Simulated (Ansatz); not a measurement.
# CH5GeS: the cost of one run

Program: Ansatz 0.2.0 through its Python package. Level of theory: CAM-B3LYP/def2-SVP. These are calculated values, not measurements.

**1. Starting point**

Bond lengths: C1–S2 1.788 Å, S2–Ge3 2.209 Å, C1–H4 1.091 Å, C1–H5 1.082 Å, C1–H6 1.184 Å, Ge3–H7 1.601 Å, Ge3–H8 1.551 Å. Angles: C1–S2–Ge3 91.6°, S2–C1–H4 113.4°, S2–C1–H5 114.6°, S2–C1–H6 108.3°, H4–C1–H5 107.1°, H4–C1–H6 106.5°, H5–C1–H6 106.5°, S2–Ge3–H7 109.5°, S2–Ge3–H8 110.4°, H7–Ge3–H8 105.5°.

The script holds or builds the structure itself.

**2. Script**

scan.py

```python
"""Stretching a bond of CH5GeS, the rest held rigid."""

import ansatz as az
import matplotlib.pyplot as plt
import numpy as np

params = {
    "basis": "def2-SVP",
    "functional": "cam_b3lyp",
}


def main() -> None:
    system = (
        az.Crystal.molecule()
        .atom("C", (-0.613, 1.0488, -0.3678))
        .atom("S", (-0.8201, -0.0371, 1.0371))
        .atom("Ge", (0.5646, -1.5246, 0.1711))
        .atom("H", (-0.9158, 0.5958, -1.3135))
        .atom("H", (0.3926, 1.4243, -0.503))
        .atom("H", (-1.3068, 1.9957, -0.2102))
        .atom("H", (2.0078, -0.8598, -0.0286))
        .atom("H", (0.7829, -2.7003, 1.159))
    )

    symbols = [site.symbol for site in system.cartesian_sites]
    start = np.array([site.position_ang for site in system.cartesian_sites])
    axis = (start[2] - start[1]) / np.linalg.norm(start[2] - start[1])
    moving = [2, 6, 7]
    lengths, energies = [1.944, 2.032, 2.121, 2.209, 2.297, 2.386, 2.474, 2.607], []
    for length in lengths:
        xyz = start.copy()
        xyz[moving] += (length - np.linalg.norm(start[2] - start[1])) * axis
        point = az.Crystal.molecule()
        for symbol, place in zip(symbols, xyz):
            point = point.atom(symbol, place.tolist())
        calc = (
            point.calculation()
            .basis(gaussian=params["basis"])
            .functional(params["functional"])
            .spin("collinear", total=1)
        )
        report = calc.run(threads=1, backend="cpu").report
        energies.append(report["free_energy_ev"])
        print(f"r = {length:6.3f} A  E = {energies[-1]:.5f} eV  <S^2> = {abs(report['mean_field']['state']['spin_squared']):.3f}")

    # quartic fit about the minimum
    fit = np.polynomial.Polynomial.fit(lengths, np.array(energies) - min(energies), 4).convert()
    roots = [r.real for r in fit.deriv().roots() if abs(r.imag) < 1e-9 and fit.deriv(2)(r.real) > 0]
    r_e = min(roots, key=lambda r: abs(r - lengths[int(np.argmin(energies))]))
    print(f"minimum of the fit at {r_e:.4f} A, force constant {fit.deriv(2)(r_e):.2f} eV/A^2")
    plt.figure(figsize=(4.5, 3))
    plt.plot(lengths, np.array(energies) - min(energies), "o-")
    plt.xlabel("bond length (A)")
    plt.ylabel("E - E(min) (eV)")
    plt.tight_layout()
    plt.savefig("scan.png", dpi=100)


if __name__ == "__main__":
    main()
```

**3. The run**

Launch:

```
$ python scan.py
```

What time and memory should one allow on 1 thread of Arm Neoverse V1, shared host?

About 49 s, with a peak of 0.39 GiB.
